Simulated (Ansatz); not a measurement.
# Sn3O: the cost of one run

Method: DFT PBE, scalar-relativistic, plane waves, PAW, in Ansatz 0.2.0.

### 1 The system as given

Symmetry: Im-3m, No. 229, cubic system. Conventional cell: a = 6.898 Å, b = 6.898 Å, c = 6.898 Å, α = 90.00°, β = 90.00°, γ = 90.00°. Around Sn (site symmetry 4/mmm) lie 4 Sn at 3.45 Å and 2 O at 3.45 Å. O (site symmetry m-3m) has 6 Sn at 3.45 Å as nearest neighbours.

Structure file:

```xyz
4
Lattice="-3.4490 3.4490 3.4490 3.4490 -3.4490 3.4490 3.4490 3.4490 -3.4490" Properties=species:S:1:pos:R:3 pbc="T T T"
Sn    3.4490    0.0000    0.0000
Sn    0.0000    3.4490    0.0000
Sn    0.0000    0.0000    3.4490
O     0.0000    0.0000    0.0000
```

The cell is invented: random cell by space group and Wyckoff sites (Im-3m, No. 229). Lengths come from tabulated atomic sizes and are only a guess.

### 2 A first look at the guess

Contents of input.yaml:

```yaml
crystal:
  lattice:
    - [-3.4489949, 3.4489949, 3.4489949]
    - [3.4489949, -3.4489949, 3.4489949]
    - [3.4489949, 3.4489949, -3.4489949]
  atoms:
    - { symbol: Sn, position: [0.0, 0.5, 0.5] }
    - { symbol: Sn, position: [0.5, 0.0, 0.5] }
    - { symbol: Sn, position: [0.5, 0.5, 0.0] }
    - { symbol: O, position: [0.0, 0.0, 0.0] }
basis:
  ecutwfc: 420
kpoints:
  mp_grid: { grid: [4, 4, 4] }
hamiltonian:
  xc: pbe
scf:
  occupations: { method: gaussian, width: 0.1 }
  lower_state_search: "off"
output:
  forces: true
  stress: true
  eigenvalues: true
```

Started as:

```sh
$ ansatz run input.yaml --threads 1 --pin off --max-ram 2048MiB --backend cpu --events-out ev --progress --plain --runs-dir out
```

What time and memory should one allow on 1 thread of Arm Neoverse V2, shared host?

About 2.5 s, with a peak of 0.36 GiB.
